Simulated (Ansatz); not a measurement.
Predict the output of the script below (Ansatz's Python interface).

Input file `znge3.extxyz`:
```text
4
Lattice="4.222363 0.0 0.0 0.0 4.222363 0.0 0.0 0.0 4.222363" Properties=species:S:1:pos:R:3 pbc="T T T"
Zn    0.00000000    0.00000000    0.00000000
Ge    0.00000000    2.11118150    2.11118150
Ge    2.11118150    0.00000000    2.11118150
Ge    2.11118150    2.11118150    0.00000000
```

`phonons.py`
```python
"""Phonons of ZnGe3 by finite displacements."""

from pathlib import Path

import ansatz as az
import numpy as np


def main() -> None:
    cell = az.Crystal.from_extxyz("znge3.extxyz")

    # the cell itself: zone-centre modes alone
    setup = cell.calculation()
    setup = setup.functional("pbe")
    setup = setup.occupations(az.OccupationsMethod.GAUSSIAN, width=150 * az.meV)
    setup = setup.basis(16 * az.Ha)
    setup = setup.kpoints(7, 7, 7)
    setup = setup.phonons("fd", supercell=1)
    out = setup.run(threads=1, backend="cpu", runs_dir="phonon_runs")
    folder = Path(out.output_folder) / "results"
    ph = out.phonons

    print("modes at Gamma (1/cm):", np.round(ph.gamma_omega_inv_cm, 1) + 0.0)
    print(f"{ph.n_members} displaced supercells, sum-rule residual {ph.asr_residual_pre_ev_ang2:.1e} eV/A^2")
    optical = np.sort(ph.gamma_omega_inv_cm)
    print("imaginary modes at Gamma:", int((optical < -10).sum()), "- highest mode", round(float(optical[-1]), 1), "1/cm")


if __name__ == "__main__":
    main()
```

`python phonons.py` gives:
```text
RunWarning: on the 15×15×15 q-mesh 801 entries of the irreducible table, 6.612e0 modes per cell, the lowest at -64.75 cm⁻¹, stand at or below zero and are read as no rigid motion or as one in doubt: [...]
modes at Gamma (1/cm): [-64.7 -64.7 -64.7 -55.3 -55.3 -55.3   0.    0.    0.  100.6 100.6 100.6]
2 displaced supercells, sum-rule residual 6.5e-05 eV/A^2
imaginary modes at Gamma: 6 - highest mode 100.6 1/cm
```
(Warnings from the package without file and line, shortened.)

Notes:
- The cell isn't relaxed first, so the values belong to this volume.
- For a metal this k-point mesh is coarse: on a finer one energies can move by several to tens of meV an atom and pressures by half a GPa or more, differences at one mesh by less.
- Some modes are imaginary (printed negative) at these settings, from an unstable structure or from unconverged force constants, so sums over modes carry no meaning.
- The structure comes from a database of computed cells and needn't be a stable or known phase.
- The structure is taken as given and the supercell is small; imaginary modes can come from an unrelaxed or unstable start. Phonons of metals also depend on mesh and smearing.
- Finished in 37 s on 1 thread of Arm Neoverse V1 (shared host), peak memory 0.55 GiB.
